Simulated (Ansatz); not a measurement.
# Cu: the cost of one run

Computed with Ansatz 0.2.0 (DFT PBEsol, scalar-relativistic, plane waves, PAW, unless a step's input says otherwise).

## 1. The system as given

It takes space group Fm-3m (No. 225, cubic). Conventional cell: a = 3.615 Å, b = 3.615 Å, c = 3.615 Å, α = 90.00°, β = 90.00°, γ = 90.00°. Cu (site symmetry m-3m) is surrounded by 12 Cu at 2.56 Å.

Structure file:

```
CELL_PARAMETERS angstrom
0.00000 1.80750 1.80750
1.80750 0.00000 1.80750
1.80750 1.80750 0.00000
ATOMIC_POSITIONS crystal
Cu 0.00000 0.00000 0.00000
```

The cell is taken as given, not relaxed at this level.

## 2. Zero of energy

Reference values: F = -6588.7650 eV; pressure -6.48 GPa; largest force 0.000 eV/Å; gap on the mesh none (metal). It was computed beforehand with the settings of the runs below.

## 3. The scan: biaxial against axial strain

The cell is strained by p along both x and y and by q along z, with fractional coordinates fixed.

## 4. p = -0.030, q = -0.030

Contents of input.yaml:

```yaml
crystal:
  lattice:
    - [0.0, 1.753275, 1.753275]
    - [1.753275, 0.0, 1.753275]
    - [1.753275, 1.753275, 0.0]
  atoms:
    - { symbol: Cu, position: [0.0, 0.0, 0.0] }
basis:
  ecutwfc: 420
kpoints:
  mp_grid: { grid: [22, 22, 22] }
hamiltonian:
  xc: pbesol
scf:
  occupations: { method: gaussian, width: 0.15 }
output:
  forces: true
  stress: true
  eigenvalues: true
```

Command:

```
$ ansatz run input.yaml --threads 1 --pin off --max-ram 2560MiB --backend cpu --events-out ev --progress --plain --runs-dir out
```

Q: Estimate wall time and peak memory on 1 thread of Arm Neoverse V2, shared host.

About 2.3 s, with a peak of 0.29 GiB.
